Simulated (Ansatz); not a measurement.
# C2H9ClOSi: the cost of one run

All numbers below are computed with Ansatz 0.2.0 (UKS PBE-D4/STO-3G).

### Step 1. The system as given

Bond lengths: Si1–Cl2 2.495 Å, Si1–O3 1.604 Å, O3–C4 1.398 Å, Si1–H5 1.472 Å, Si1–H6 1.452 Å, Si1–C8 2.179 Å, C4–H9 1.090 Å, C4–H10 1.090 Å, C4–H11 1.092 Å, C8–H12 1.081 Å, C8–H13 1.080 Å, C8–H14 1.096 Å. Angles (14 of 23 angles, heavy atoms first): Cl2–Si1–O3 91.3°, Cl2–Si1–C8 83.3°, O3–Si1–C8 114.6°, Si1–O3–C4 135.7°, Cl2–Si1–H5 171.4°, Cl2–Si1–H6 79.5°, O3–Si1–H5 91.3°, O3–Si1–H6 128.4°, H5–Si1–C8 88.1°, H6–Si1–C8 114.4°, O3–C4–H9 111.3°, O3–C4–H10 107.9°, O3–C4–H11 109.6°, Si1–C8–H12 93.8°.

Structure file:

```xyz
14

Si   -0.2593    0.7944    0.3626
Cl    2.0880   -0.0502    0.3147
O    -0.8018   -0.6358    0.8447
C    -0.2494   -1.7543    1.4748
H    -1.6324    1.2875    0.1700
H     0.4057    1.8185    1.1478
H     1.0704    0.4698   -1.0175
C     0.0319    0.9769   -1.7893
H     0.7326   -1.9936    1.0659
H    -0.9267   -2.5944    1.3198
H    -0.1502   -1.5609    2.5449
H    -0.8348    0.3772   -2.0303
H    -0.2036    2.0309   -1.7859
H     0.7296    0.8339   -2.6224
```

### Step 2. Run 1

150 steps of 0.5 fs at constant energy, with velocities drawn for 100 K.

input.yaml reads:

```yaml
crystal:
  periodic: [false, false, false]
  atoms:
    - { symbol: Si, position_ang: [-0.2593, 0.7944, 0.3626] }
    - { symbol: Cl, position_ang: [2.088, -0.0502, 0.3147] }
    - { symbol: O, position_ang: [-0.8018, -0.6358, 0.8447] }
    - { symbol: C, position_ang: [-0.2494, -1.7543, 1.4748] }
    - { symbol: H, position_ang: [-1.6324, 1.2875, 0.17] }
    - { symbol: H, position_ang: [0.4057, 1.8185, 1.1478] }
    - { symbol: H, position_ang: [1.0704, 0.4698, -1.0175] }
    - { symbol: C, position_ang: [0.0319, 0.9769, -1.7893] }
    - { symbol: H, position_ang: [0.7326, -1.9936, 1.0659] }
    - { symbol: H, position_ang: [-0.9267, -2.5944, 1.3198] }
    - { symbol: H, position_ang: [-0.1502, -1.5609, 2.5449] }
    - { symbol: H, position_ang: [-0.8348, 0.3772, -2.0303] }
    - { symbol: H, position_ang: [-0.2036, 2.0309, -1.7859] }
    - { symbol: H, position_ang: [0.7296, 0.8339, -2.6224] }
magnetization:
  spin_polarized: true
basis:
  gaussian: { orbitals: STO-3G }
hamiltonian:
  xc: pbe
  dispersion: d4
md:
  timestep: 0.5
  n_steps: 150
  ensemble: nve
  temperature: 100.0
  initial_velocities: maxwell_boltzmann
  seed: 384067
```

Started as:

```
$ ansatz run input.yaml --threads 1 --pin off --max-ram 2048MiB --backend cpu --events-out ev --progress --plain --runs-dir out
```

Q: Estimate wall time and peak memory on 1 thread of an Arm CPU, shared host.

About 8.9 min, with a peak of 0.12 GiB.
